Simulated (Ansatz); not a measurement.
# AlSi16: the cost of one run

All numbers below are computed with Ansatz 0.2.0 (DFT PBE, plane waves, PAW, scalar-relativistic, collinear spin).

## 1. The starting structure

The cell holds 17 atoms (AlSi16): a = 7.679 Å, b = 7.679 Å, c = 7.679 Å, α = 60.00°, β = 60.00°, γ = 60.00°.

Its coordinates follow in the input file.

## 2. Relaxing end A

The input, input.yaml:

```yaml
crystal:
  lattice:
    - [0.0, 5.43, 5.43]
    - [5.43, 0.0, 5.43]
    - [5.43, 5.43, 0.0]
  atoms:
    - { symbol: Si, position: [0.0, 0.0, 0.0] }
    - { symbol: Si, position: [0.125, 0.125, 0.125] }
    - { symbol: Si, position: [0.0, 0.0, 0.5] }
    - { symbol: Si, position: [0.125, 0.125, 0.625] }
    - { symbol: Si, position: [0.0, 0.5, 0.0] }
    - { symbol: Si, position: [0.125, 0.625, 0.125] }
    - { symbol: Si, position: [0.0, 0.5, 0.5] }
    - { symbol: Si, position: [0.125, 0.625, 0.625] }
    - { symbol: Si, position: [0.5, 0.0, 0.0] }
    - { symbol: Si, position: [0.625, 0.125, 0.125] }
    - { symbol: Si, position: [0.5, 0.0, 0.5] }
    - { symbol: Si, position: [0.625, 0.125, 0.625] }
    - { symbol: Si, position: [0.5, 0.5, 0.0] }
    - { symbol: Si, position: [0.625, 0.625, 0.125] }
    - { symbol: Si, position: [0.5, 0.5, 0.5] }
    - { symbol: Si, position: [0.625, 0.625, 0.625] }
    - { symbol: Al, position: [0.5596633, 0.818589, 0.8138242], spin: 1.0 }
magnetization:
  spin_polarized: true
basis:
  ecutwfc: 420.0
kpoints:
  mp_grid: { grid: [2, 2, 2] }
hamiltonian:
  xc: pbe
  pseudopotentials: { kind: paw, azcp: { folder: soft_1 } }
scf:
  occupations: { method: gaussian, width: 0.02 }
  lower_state_search: "off"
relax:
  f_tol: 0.03
  max_steps: 60
  adjacent_minimum: "off"
```

The run is started by

```console
$ ansatz run input.yaml --threads 2 --pin off --max-ram 5120MiB --backend cpu --events-out ev --progress --plain --runs-dir out
```

What time and memory should one allow on 2 threads of Arm Neoverse V2, shared host?

About 74 s, with a peak of 0.68 GiB.
